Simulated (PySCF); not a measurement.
**A gas-phase reaction: ClH3Si + CO2 → CH3ClO2Si**

Aim: the reaction energy of `[SiH3]Cl` + `O=C=O` → `O=CO[SiH2]Cl`.

Programs: PySCF 2.14.0. All values are calculated, for the isolated system unless a continuum is named. Atoms count from 0, parts from 1.

## 1. The system as given

Each species was relaxed by itself at PBE0-D3(BJ)/def2-SVPD.

## 2. Energies of the species: wB97M-D3(BJ)/def2-TZVPD

What the job is given:

```
{"job": {"kind": "react", "xc": "wB97M-D3(BJ)", "basis": "def2-TZVPD"}, "charge": 0, "multiplicity": 1}
-1 ClH3Si charge 0 multiplicity 1
Si     0.039950    -0.045500    -0.102130
Cl    -1.892730    -0.558960     0.480490
H     -0.019080     0.445470    -1.504260
H      0.888660    -1.262080    -0.000960
H      0.528240     1.019630     0.813130

-1 CO2 charge 0 multiplicity 1
O     -1.133290    -0.215900    -0.000630
C      0.007310    -0.006060     0.001520
O      1.147900     0.203790     0.003670

+1 CH3ClO2Si charge 0 multiplicity 1
O      1.326760    -0.963260     0.259390
C      1.342850     0.232180     0.119160
O      0.243330     0.972350     0.057100
Si    -1.223800     0.075920     0.187700
Cl    -2.676680     1.531170     0.029150
H      2.263130     0.838520     0.029220
H     -1.354600    -0.846970    -0.959290
H     -1.316560    -0.542480     1.527070
```

With the program's defaults for keys left out, this is: wB97M-D3(BJ)/def2-TZVPD reaction energy of separated species, gas phase.

The run is started by

```bash
OMP_NUM_THREADS=1 python cluster_run.py task.json out
```

One launch serves the whole session: the jobs run in the order shown.

**Question.** The jobs that follow are: PBE0-D3(BJ)/def2-TZVPD reaction energy of separated species, gas phase. Predict: reaction energy (wB97M-D3(BJ)/def2-TZVPD); ΔH, ΔG at 298 K (xTB thermal terms). Thermal terms come from harmonic xTB runs on each species.

The runs gave:

| quantity | value |
| --- | --- |
| reaction energy (wB97M-D3(BJ)/def2-TZVPD) | -17.36 kcal/mol |
| ΔH, ΔG at 298 K (xTB thermal terms) | -15.2, -6.0 kcal/mol |
| range of the reaction energy over the runs of this table | -17.77 to -17.36 kcal/mol |

**Reading.** The reaction is exothermic by 15.2 kcal/mol in the gas phase; dispersion gives -2.03, and xTB itself gave -9.12 for the electronic energy (xTB energies and thermal terms come from the earlier relaxation of each species, not shown). No barrier was sought. The reaction energy runs from -17.77 (PBE0-D3(BJ)/def2-TZVPD) to -17.36 kcal/mol (wB97M-D3(BJ)/def2-TZVPD).
